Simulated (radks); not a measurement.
# V⁴⁺ in [Ne] 3s2 3p5 3d2: an all-electron calculation

One table from this session's results is given with a row withheld; the runs are named, their logs left out.

The numbers are computed with radks (a radial shooting solver on a logarithmic mesh, Libxc functionals) version 1 (scalar-relativistic Kohn-Sham, PBE, spin-polarised, spherical densities, finite nucleus; open shells are filled with parallel spins first), except any that are marked as measured or tabulated.

## The atom as given

```
element            : vanadium (Z = 23)
charge             : +4
electrons          : 19
configuration      : [Ne] 3s2 3p5 3d2
nuclear rms radius : 3.6002 fm
```

Outer shells as boxes (Hund's rule):

V⁴⁺
```
[Ne] core
3s [↑↓]
3p [↑↓][↑↓][↑ ]
3d [↑ ][↑ ][  ][  ][  ]
```

The first run:

Input:

```text
Z 23
configuration [Ne] 3s2 3p5 3d2
relativity scalar-relativistic
functional pbe,pbe
spin polarised
nucleus finite rms 3.6002 fm
c 137.035999084
```

On the command line:

```
$ python run_ks.py task.json out
```

This one command runs every case of the session in turn.

Steps of the session up to this table: Self-consistent calculation.

One table of the session follows, with a row left open; its other results are not shown here.

It belongs to the step «Radial structure». Radial moments (bohr):

| level | <r> | outermost maximum (interpolated) | 90 % within | nodes |
| --- | --- | --- | --- | --- |
| 1s up | 0.06644 | 0.0435 | 0.119 | 0 |
| 1s down | 0.06644 | 0.0435 | 0.119 | 0 |
| 2s up | 0.3082 | 0.255 | 0.479 | 1 |
| 2s down | 0.3078 | 0.255 | 0.478 | 1 |
| 2p up | ? | ? | ? | ? |
| 2p down | 0.2736 | 0.208 | 0.449 | 0 |
| 3s up | 0.9191 | 0.809 | 1.36 | 2 |
| 3s down | 0.9235 | 0.810 | 1.37 | 2 |
| 3p up | 0.9633 | 0.827 | 1.46 | 1 |
| 3p down | 0.9707 | 0.829 | 1.48 | 1 |
| 3d up | 1.066 | 0.814 | 1.73 | 0 |
| 3d down | 1.089 | 0.820 | 1.78 | 0 |

**Question.** Estimate the row for 2p up.

As computed: <r>: 0.2740; outermost maximum (interpolated): 0.208; 90 % within: 0.450; nodes: 0. In the column «<r>» it lies between 2p down (0.2736) and 2s down (0.3078).
